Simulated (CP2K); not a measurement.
# GeF2 (SMILES [F][Ge][F]), step by step

Aim: a series of 8 runs (HSE06/cc-pVDZ, UHSE06/cc-pVDZ) of F2Ge. The setting varied is the cutoff. 

Program for the calculation: CP2K 2026.2.

6 further runs of the same task are left out: 3 that didn't finish, 3 set aside as unsound or not needed.

## Step 1: The system as given

GeF2 has 3 atoms, charge 0, and is taken as a singlet. As SMILES, `[F][Ge][F]`. The shape is that of a PBE0-D4/def2-TZVP optimisation.

Bond lengths: F1–Ge2 1.745 Å, Ge2–F3 1.745 Å. Angles: F1–Ge2–F3 97.2°.

## Step 2: Energy and gradient at HSE06/cc-pVDZ (run 1)

run.inp reads:

```
&GLOBAL
  PROJECT run
  RUN_TYPE ENERGY_FORCE
  PRINT_LEVEL MEDIUM
&END GLOBAL

&FORCE_EVAL
  METHOD QS
  &DFT
    BASIS_SET_FILE_NAME ./cc_pvdz.basis
    POTENTIAL_FILE_NAME POTENTIAL
    &QS
      METHOD GAPW
      EPS_DEFAULT 1.0E-10
    &END QS
    # plane-wave cutoff in Ry
    &MGRID
      CUTOFF 200
      REL_CUTOFF 50
      NGRIDS 4
    &END MGRID
    &POISSON
      PERIODIC NONE
      POISSON_SOLVER MULTIPOLE
    &END POISSON
    # self-consistent field
    &SCF
      SCF_GUESS ATOMIC
      EPS_SCF 1.0E-06
      MAX_SCF 100
      ADDED_MOS 5
      &DIAGONALIZATION
        ALGORITHM STANDARD
      &END DIAGONALIZATION
      &MIXING
        METHOD DIRECT_P_MIXING
        ALPHA 0.4
      &END MIXING
    &END SCF
    &XC
      &XC_FUNCTIONAL
        &HYB_GGA_XC_HSE06
        &END HYB_GGA_XC_HSE06
      &END XC_FUNCTIONAL
      # exact exchange
      &HF
        FRACTION 0.25
        &SCREENING
          EPS_SCHWARZ 1.0E-09
        &END SCREENING
        &INTERACTION_POTENTIAL
          POTENTIAL_TYPE SHORTRANGE
          OMEGA 0.11
        &END INTERACTION_POTENTIAL
        &MEMORY
          MAX_MEMORY 1750
        &END MEMORY
      &END HF
    &END XC
    &PRINT
      &MOMENTS
        PERIODIC F
        REFERENCE COM
        MAX_MOMENT 1
      &END MOMENTS
      &MO ON
        ENERGIES T
        OCCUPATION_NUMBERS T
        NDIGITS 6
        &EACH
          QS_SCF 0
        &END EACH
        ADD_LAST NUMERIC
      &END MO
      &HIRSHFELD OFF
      &END HIRSHFELD
    &END PRINT
  &END DFT
  &SUBSYS
    &CELL
      ABC 8.3 9.4 7.8
      PERIODIC NONE
    &END CELL
    &COORD
      F      3.493300     3.483050     3.491150
      Ge     4.806700     4.289650     4.308850
      F      4.196800     5.916950     4.152750
    &END COORD
    &KIND F
      BASIS_SET cc-pVDZ
      POTENTIAL ALL
    &END KIND
    &KIND Ge
      BASIS_SET cc-pVDZ
      POTENTIAL ALL
    &END KIND
  &END SUBSYS
  &PRINT
    &FORCES ON
    &END FORCES
  &END PRINT
&END FORCE_EVAL
```

Started as:

```
$ OMP_NUM_THREADS=2 cp2k.psmp -i run.inp -o run.out
```

The log of the run:

```text
CP2K| version string:                                       CP2K version 2026.2
[...]
 GLOBAL| Method name                                                        CP2K
[...]
 GLOBAL| Run type                                                   ENERGY_FORCE
[...]
 DFT| Spin restricted Kohn-Sham (RKS) calculation                            RKS
 DFT| Multiplicity                                                             1
[...]
 DFT| Charge                                                                   0
[...]
 FUNCTIONAL| HYB_GGA_XC_HSE06:
[...]
 QS| Method:                                                                GAPW
[...]
 QS| Density cutoff [a.u.]:                                                100.0
[...]
 QS| Relative density cutoff [a.u.]:                                        25.0
[...]
                             - Atoms:                                          3
[...]
                             - Spherical basis functions:                     55
[...]
 Number of electrons:                                                         50
[...]
     1 P_Mix/Diag. 0.40E+00    4.8     0.56273767     -2276.2912699007 -2.28E+03
[...]
    14 DIIS/Diag.  0.13E-06    0.3     0.00000019     -2276.2983359941 -2.27E-12
  *** SCF run converged in    14 steps ***
[...]
  Overlap energy of the core charge distribution:               0.00000264355812
  Self energy of the core charge distribution:               -744.06208821487644
  Core Hamiltonian energy:                                  -1713.25694402993031
  Hartree energy:                                              89.57968213543766
  Exchange-correlation energy:                                -16.91502379172818
  Hartree-Fock Exchange energy:                               -23.61518635812064
[...]
                     Mulliken Population Analysis
 #  Atom  Element  Kind  Atomic population                           Net charge
       1     F        1          9.372758                             -0.372758
       2     Ge       2         31.254101                              0.745899
       3     F        1          9.373141                             -0.373141
 # Total charge                             50.000000                  0.000000
[...]
  Dipole moment [Debye]
    X=  0.1962691E+01 Y= -0.8542740E+00 Z=  0.9929636E+00  Total=      2.3596436
  Decoupling Energy:                                               0.0012655277
 ENERGY| Total FORCE_EVAL ( QS ) energy [hartree]          -2276.298335994092668
 FORCES| Atomic forces [hartree/bohr]
 FORCES|   Atom     x               y               z               |f|
 FORCES|      1 -4.46624011E-03 -3.24600507E-03 -2.92780390E-03   6.24947080E-03
 FORCES|      2  6.59848102E-03 -3.03099030E-03  3.35154147E-03   7.99747986E-03
 FORCES|      3 -1.96786784E-03  6.26348021E-03 -4.01761633E-04   6.57762120E-03
 FORCES| Sum     1.64373077E-04 -1.35151542E-05  2.19759418E-05
 FORCES| Total atomic force                                       1.66385425E-04
[...]
```

Run time: 65 s. Hardware: 2 threads of AMD EPYC 9R45 (Zen 5), shared host; peak memory 0.52 GiB.

## Step 3: The doublet cation: energy and gradient at UHSE06/cc-pVDZ (run 2)

job.inp reads:

```
&FORCE_EVAL
    METHOD QS
    &DFT
        BASIS_SET_FILE_NAME ./cc_pvdz.basis
        POTENTIAL_FILE_NAME POTENTIAL
        CHARGE 1
        MULTIPLICITY 2
        UKS T
        &QS
            METHOD GAPW
            EPS_DEFAULT 1.0E-10
        &END QS
        &MGRID
            CUTOFF 200
            REL_CUTOFF 50
            NGRIDS 4
        &END MGRID
        &POISSON
            PERIODIC NONE
            POISSON_SOLVER MULTIPOLE
        &END POISSON
        &SCF
            SCF_GUESS ATOMIC
            EPS_SCF 1.0E-06
            MAX_SCF 40
            &OT
                MINIMIZER DIIS
                PRECONDITIONER FULL_SINGLE_INVERSE
            &END OT
            &OUTER_SCF
                EPS_SCF 1.0E-06
                MAX_SCF 10
            &END OUTER_SCF
        &END SCF
        &XC
            &XC_FUNCTIONAL
                &HYB_GGA_XC_HSE06
                &END HYB_GGA_XC_HSE06
            &END XC_FUNCTIONAL
            &HF
                FRACTION 0.25
                &SCREENING
                    EPS_SCHWARZ 1.0E-09
                &END SCREENING
                &INTERACTION_POTENTIAL
                    POTENTIAL_TYPE SHORTRANGE
                    OMEGA 0.11
                &END INTERACTION_POTENTIAL
                &MEMORY
                    MAX_MEMORY 1750
                &END MEMORY
            &END HF
        &END XC
        &PRINT
            &MOMENTS
                PERIODIC F
                REFERENCE COM
                MAX_MOMENT 1
            &END MOMENTS
            &MO_CUBES
                NLUMO 1
                NHOMO -1
                WRITE_CUBE F
            &END MO_CUBES
            &HIRSHFELD OFF
            &END HIRSHFELD
        &END PRINT
    &END DFT
    &SUBSYS
        &CELL
            ABC 8.3 9.4 7.8
            PERIODIC NONE
        &END CELL
        &COORD
            F      3.493300     3.483050     3.491150
            Ge     4.806700     4.289650     4.308850
            F      4.196800     5.916950     4.152750
        &END COORD
        &KIND F
            BASIS_SET cc-pVDZ
            POTENTIAL ALL
        &END KIND
        &KIND Ge
            BASIS_SET cc-pVDZ
            POTENTIAL ALL
        &END KIND
    &END SUBSYS
    &PRINT
        &FORCES ON
        &END FORCES
    &END PRINT
&END FORCE_EVAL

&GLOBAL
    PROJECT_NAME job
    RUN_TYPE ENERGY_FORCE
    PRINT_LEVEL MEDIUM
&END GLOBAL
```

Started as:

```
$ OMP_NUM_THREADS=2 cp2k.psmp -i job.inp -o job.out
```

The log of the run:

```text
CP2K| version string:                                       CP2K version 2026.2
 CP2K| Input file name                                                   job.inp

[... 265 lines left out ...]
  Decoupling Energy:                                               0.1207225550
[... 151 lines left out ...]
  Decoupling Energy:                                               0.1170255741
[... 151 lines left out ...]
  Decoupling Energy:                                               0.1155653675
[... 175 lines left out ...]
  Decoupling Energy:                                               0.1149349211
[... 151 lines left out ...]
  Decoupling Energy:                                               0.1213743245
[... 151 lines left out ...]
  Decoupling Energy:                                               0.1102865959
[... 175 lines left out ...]
  Decoupling Energy:                                               0.1142792741
[... 151 lines left out ...]
  Decoupling Energy:                                               0.1174234399
[... 160 lines left out ...]
  Hartree-Fock Exchange energy:                               -23.07986187441061
[... 1 line left out ...]
  GAPW| Exc from hard and soft atomic rho1:                   -58.85709650062734
  GAPW| local Eh = 1 center integrals:                        186.89288719171157

  Total energy:                                             -2270.88999910393704

  outer SCF iter =   11 RMS gradient =   0.45E-02 energy =      -2270.8899991039
  outer SCF loop FAILED to converge after   11 iterations or  440 steps

 *******************************************************************************
 *   ___                                                                       *
 *  /   \                                                                      *
 * [ABORT]                                                                     *
 *  \___/     SCF run NOT converged. To continue the calculation regardless,   *
 *    |             please set the keyword IGNORE_CONVERGENCE_FAILURE.         *
 *  O/|                                                                        *
 * /| |                                                                        *
 * / \                                                            qs_scf.F:702 *
 *******************************************************************************

 ===== Routine Calling Stack =====

            4 scf_env_do_scf
            3 qs_energies
            2 qs_forces
            1 CP2K
```

Wall time 4.7 min (2 threads of AMD EPYC 9R45 (Zen 5), shared host); peak memory 0.56 GiB.

No converged result was reached.

Run 3 isn't shown in full; the table further down has it.

## Step 4: The doublet cation: energy and forces at UHSE06/cc-pVDZ (run 4)

molecule.inp reads:

```
&GLOBAL
 PROJECT molecule
 RUN_TYPE ENERGY_FORCE
 PRINT_LEVEL MEDIUM
&END GLOBAL

&FORCE_EVAL
 METHOD Quickstep
 &DFT
  BASIS_SET_FILE_NAME ./cc_pvdz.basis
  POTENTIAL_FILE_NAME POTENTIAL
  CHARGE 1
  MULTIPLICITY 2
  UKS T
  &QS
   METHOD GAPW
   EPS_DEFAULT 1.0E-10
  &END QS
  &MGRID
   CUTOFF 280
   REL_CUTOFF 50
   NGRIDS 4
  &END MGRID
  &POISSON
   PERIODIC NONE
   POISSON_SOLVER MULTIPOLE
  &END POISSON
  &SCF
   SCF_GUESS ATOMIC
   EPS_SCF 1.0E-06
   MAX_SCF 40
   &OT
    MINIMIZER DIIS
    PRECONDITIONER FULL_SINGLE_INVERSE
   &END OT
   &OUTER_SCF
    EPS_SCF 1.0E-06
    MAX_SCF 10
   &END OUTER_SCF
  &END SCF
  &XC
   &XC_FUNCTIONAL
    &HYB_GGA_XC_HSE06
    &END HYB_GGA_XC_HSE06
   &END XC_FUNCTIONAL
   &HF
    FRACTION 0.25
    &SCREENING
     EPS_SCHWARZ 1.0E-09
    &END SCREENING
    &INTERACTION_POTENTIAL
     POTENTIAL_TYPE SHORTRANGE
     OMEGA 0.11
    &END INTERACTION_POTENTIAL
    &MEMORY
     MAX_MEMORY 1750
    &END MEMORY
   &END HF
  &END XC
  &PRINT
   &MOMENTS
    PERIODIC F
    REFERENCE COM
    MAX_MOMENT 1
   &END MOMENTS
   &MO_CUBES
    NLUMO 1
    NHOMO -1
    WRITE_CUBE F
   &END MO_CUBES
   &HIRSHFELD OFF
   &END HIRSHFELD
  &END PRINT
 &END DFT
 &SUBSYS
  &CELL
   ABC 8.3 9.4 7.8
   PERIODIC NONE
  &END CELL
  &COORD
   F      3.493300     3.483050     3.491150
   Ge     4.806700     4.289650     4.308850
   F      4.196800     5.916950     4.152750
  &END COORD
  &KIND F
   BASIS_SET cc-pVDZ
   POTENTIAL ALL
  &END KIND
  &KIND Ge
   BASIS_SET cc-pVDZ
   POTENTIAL ALL
  &END KIND
 &END SUBSYS
 &PRINT
  &FORCES ON
  &END FORCES
 &END PRINT
&END FORCE_EVAL
```

Started as:

```
$ OMP_NUM_THREADS=2 cp2k.psmp -i molecule.inp -o molecule.out
```

The log of the run:

```text
CP2K| version string:                                       CP2K version 2026.2
 CP2K| Input file name                                              molecule.inp

[... 265 lines left out ...]
  Decoupling Energy:                                               0.1207225542
[... 151 lines left out ...]
  Decoupling Energy:                                               0.1168923042
[... 151 lines left out ...]
  Decoupling Energy:                                               0.1180833404
[... 175 lines left out ...]
  Decoupling Energy:                                               0.1182464591
[... 151 lines left out ...]
  Decoupling Energy:                                               0.1140038541
[... 151 lines left out ...]
  Decoupling Energy:                                               0.1090856385
[... 175 lines left out ...]
  Decoupling Energy:                                               0.1171999280
[... 151 lines left out ...]
  Decoupling Energy:                                               0.1310166534
[... 160 lines left out ...]
  Hartree-Fock Exchange energy:                               -21.62872712466435
[... 1 line left out ...]
  GAPW| Exc from hard and soft atomic rho1:                   -55.86246017648008
  GAPW| local Eh = 1 center integrals:                        159.16807660007152

  Total energy:                                             -2135.86838952555581

  outer SCF iter =   11 RMS gradient =   0.57E+01 energy =      -2135.8683895256
  outer SCF loop FAILED to converge after   11 iterations or  440 steps

 *******************************************************************************
 *   ___                                                                       *
 *  /   \                                                                      *
 * [ABORT]                                                                     *
 *  \___/     SCF run NOT converged. To continue the calculation regardless,   *
 *    |             please set the keyword IGNORE_CONVERGENCE_FAILURE.         *
 *  O/|                                                                        *
 * /| |                                                                        *
 * / \                                                            qs_scf.F:702 *
 *******************************************************************************

 ===== Routine Calling Stack =====

            4 scf_env_do_scf
            3 qs_energies
            2 qs_forces
            1 CP2K
```

It took 7.7 min on 2 threads of AMD EPYC 9R45 (Zen 5), shared host; peak memory 0.7 GiB.

No converged result was reached.

Runs 5 to 7 aren't shown in full; the table further down has their settings and results.

## Step 5: The doublet cation: energy and forces at UHSE06/cc-pVDZ (run 8)

run.inp reads:

```
&global
  project_name run
  run_type ENERGY_FORCE
  print_level MEDIUM
&end global
&force_eval
  method QUICKSTEP
  &dft
    basis_set_file_name ./cc_pvdz.basis
    potential_file_name POTENTIAL
    charge 1
    multiplicity 2
    uks T
    ! Quickstep
    &qs
      method GAPW
      eps_default 1.0E-10
    &end qs
    &mgrid
      cutoff 550
      rel_cutoff 50
      ngrids 4
    &end mgrid
    &poisson
      periodic NONE
      poisson_solver MULTIPOLE
    &end poisson
    &scf
      scf_guess ATOMIC
      eps_scf 1.0E-06
      max_scf 40
      &ot
        minimizer DIIS
        preconditioner FULL_SINGLE_INVERSE
      &end ot
      &outer_scf
        eps_scf 1.0E-06
        max_scf 10
      &end outer_scf
    &end scf
    ! functional
    &xc
      &xc_functional
        &hyb_gga_xc_hse06
        &end hyb_gga_xc_hse06
      &end xc_functional
      ! exact exchange
      &hf
        fraction 0.25
        &screening
          eps_schwarz 1.0E-09
        &end screening
        &interaction_potential
          potential_type SHORTRANGE
          omega 0.11
        &end interaction_potential
        &memory
          max_memory 1750
        &end memory
      &end hf
    &end xc
    &print
      &moments
        periodic F
        reference COM
        max_moment 1
      &end moments
      &mo_cubes
        nlumo 1
        nhomo -1
        write_cube F
      &end mo_cubes
      &hirshfeld OFF
      &end hirshfeld
    &end print
  &end dft
  ! atoms, cell and kinds
  &subsys
    &cell
      abc 8.3 9.4 7.8
      periodic NONE
    &end cell
    &coord
      F      3.493300     3.483050     3.491150
      Ge     4.806700     4.289650     4.308850
      F      4.196800     5.916950     4.152750
    &end coord
    &kind F
      basis_set cc-pVDZ
      potential ALL
    &end kind
    &kind Ge
      basis_set cc-pVDZ
      potential ALL
    &end kind
  &end subsys
  &print
    &forces ON
    &end forces
  &end print
&end force_eval
```

Started as:

```
$ OMP_NUM_THREADS=2 cp2k.psmp -i run.inp > run.out 2>&1
```

The log of the run:

```text
CP2K| version string:                                       CP2K version 2026.2
 CP2K| Input file name                                                   run.inp

[... 265 lines left out ...]
  Decoupling Energy:                                               0.1207225546
[... 151 lines left out ...]
  Decoupling Energy:                                               0.1167793062
[... 151 lines left out ...]
  Decoupling Energy:                                               0.1157918090
[... 175 lines left out ...]
  Decoupling Energy:                                               0.1225558434
[... 151 lines left out ...]
  Decoupling Energy:                                               0.1205061288
[... 151 lines left out ...]
  Decoupling Energy:                                               0.1105664722
[... 175 lines left out ...]
  Decoupling Energy:                                               0.1186035437
[... 151 lines left out ...]
  Decoupling Energy:                                               0.1136965239
[... 160 lines left out ...]
  Hartree-Fock Exchange energy:                               -22.44952413472514
[... 1 line left out ...]
  GAPW| Exc from hard and soft atomic rho1:                   -58.23122331249107
  GAPW| local Eh = 1 center integrals:                        179.50453092269504

  Total energy:                                             -2249.06456008858049

  outer SCF iter =   11 RMS gradient =   0.60E+01 energy =      -2249.0645600886
  outer SCF loop FAILED to converge after   11 iterations or  440 steps

 *******************************************************************************
 *   ___                                                                       *
 *  /   \                                                                      *
 * [ABORT]                                                                     *
 *  \___/     SCF run NOT converged. To continue the calculation regardless,   *
 *    |             please set the keyword IGNORE_CONVERGENCE_FAILURE.         *
 *  O/|                                                                        *
 * /| |                                                                        *
 * / \                                                            qs_scf.F:702 *
 *******************************************************************************

 ===== Routine Calling Stack =====

            4 scf_env_do_scf
            3 qs_energies
            2 qs_forces
            1 CP2K
```

It took 22 min on 2 threads of AMD EPYC 9R45 (Zen 5), shared host; peak memory 1.3 GiB.

No converged result was reached.

## Step 6: Overview of the runs

| run | level | cutoff | iteration cap | partner | energy (Eh) | wall time |
| --- | --- | --- | --- | --- | --- | --- |
| 1 | HSE06/cc-pVDZ | 200 | 100 | base | -2276.298336 | 65 s |
| 2 | UHSE06/cc-pVDZ | 200 | 40 | cation | not converged | 4.7 min |
| 3 | HSE06/cc-pVDZ | 280 | 100 | base | -2276.298330 | 68 s |
| 4 | UHSE06/cc-pVDZ | 280 | 40 | cation | not converged | 7.7 min |
| 5 | HSE06/cc-pVDZ | 400 | 100 | base | -2276.298329 | 73 s |
| 6 | UHSE06/cc-pVDZ | 400 | 40 | cation | not converged | 12 min |
| 7 | HSE06/cc-pVDZ | 550 | 100 | base | -2276.298329 | 82 s |
| 8 | UHSE06/cc-pVDZ | 550 | 40 | cation | not converged | 22 min |

Convergence of the largest force on an atom of singlet GeF2 with the cutoff, against the last point:

| cutoff | from the last (eV/Å) | wall time |
| --- | --- | --- |
| 200 Ry | +0.00181 | 65 s |
| 280 Ry | -0.00009 | 68 s |
| 400 Ry | +0.00016 | 73 s |
| 550 Ry | +0.00000 | 82 s |

Convergence of the total energy of singlet GeF2 with the cutoff, against the last point:

| cutoff | from the last (mEh) | wall time |
| --- | --- | --- |
| 200 Ry | -0.007 | 65 s |
| 280 Ry | -0.001 | 68 s |
| 400 Ry | +0.000 | 73 s |
| 550 Ry | +0.000 | 82 s |

## Step 7: Outcome

| quantity | value |
| --- | --- |
| run 7, HSE06/cc-pVDZ: total energy | -2276.29833 Eh |
| run 7, HSE06/cc-pVDZ: dipole moment | 2.36 D |
| run 7, HSE06/cc-pVDZ: HOMO energy | -8.29 eV |
| run 7, HSE06/cc-pVDZ: LUMO energy | -2.76 eV |
| run 7, HSE06/cc-pVDZ: HOMO–LUMO gap | 5.53 eV |
| run 7, HSE06/cc-pVDZ: largest force on an atom | 0.409 eV/Å |

For the largest force on an atom of singlet GeF2 to stay within 0.001 eV/Å of the last point, 280 Ry is the first point of the series from which all later ones do (68 s against 82 s). The total energy agrees within 0.001 eV over the runs. All runs together took 51 min, the longest 22 min. 4 of the 8 runs did not end normally.
